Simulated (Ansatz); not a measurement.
# Na: how the settings move a relaxation

Question: which choices in the input matter for Na?

Program: Ansatz 0.2.0. Level of theory: reference: DFT, r2SCAN, PAW with Ansatz's default frozen-core files, scalar-relativistic; relaxation of cell and atoms. These are calculated values, not measurements.

## (1) Starting point

It takes space group P6_3/mmc (No. 194, hexagonal). Conventional cell: a = 3.767 Å, b = 3.767 Å, c = 6.154 Å, α = 90.00°, β = 90.00°, γ = 120.00°. Na (site symmetry -6m2) is surrounded by 12 Na at 3.77 Å.

Coordinates:

```
Na
1.0
     3.76700    0.00000    0.00000
    -1.88350    3.26232    0.00000
     0.00000    0.00000    6.15400
Na
2
Cartesian
  0.0000 2.1749 1.5385
  1.8835 1.0874 4.6155
```

## (2) The reference run

The input, input.yaml:

```yaml
crystal:
  lattice:
    - [3.76700000002, 0.0, 0.0]
    - [-1.88350000001, 3.26231769607, 0.0]
    - [0.0, 0.0, 6.154]
  atoms:
    - { symbol: Na, position: [0.333333333333, 0.666666666667, 0.25] }
    - { symbol: Na, position: [0.666666666667, 0.333333333333, 0.75] }
kpoints:
  mp_grid: { grid: [14, 14, 8] }
scf:
  occupations: { method: fermi_dirac, width: 0.08 }
hamiltonian:
  xc: r2scan
  pseudopotentials: { kind: paw }
relax:
  f_tol: 0.002
  max_steps: 80
  cell: {}
output:
  forces: true
  stress: true
  write_density: true
  write_potential: true
  elf: true
  volumetric_format: npy
```

Started as:

```
ansatz run input.yaml --threads 1 --pin off --max-ram 2560MiB --backend cpu --events-out ev --progress --plain --runs-dir out
```

## (3) Changed: preconditioner local_kerker

Changes to input.yaml since step 2:

```diff
@@ -12,2 +12,3 @@
   occupations: { method: fermi_dirac, width: 0.08 }
+  mixing: { preconditioner: local_kerker }
 hamiltonian:
@@ -22,5 +23 @@
   stress: true
-  write_density: true
-  write_potential: true
-  elf: true
-  volumetric_format: npy
```

**Question.** What will these runs give? Wanted: for each run, ending; energy change; pressure; gap; force.

The runs gave:

| run | ending | energy change | pressure (GPa) | gap (eV) | force (eV/Å) | cycles | time |
| --- | --- | --- | --- | --- | --- | --- | --- |
| reference | converged | 0 | 0.0 | 0.00 | 0.00 | 11 | 16 s |
| 1: preconditioner local_kerker | converged | 0.0 meV/atom | 0.0 | 0.00 | 0.00 | 9 | 13 s |

Times don't compare one to one where runs were asked for different outputs or read a saved state (see the inputs); cycles may leave out searches for a lower state.

With the changed mixing the energy agrees within 0.5 meV/atom.
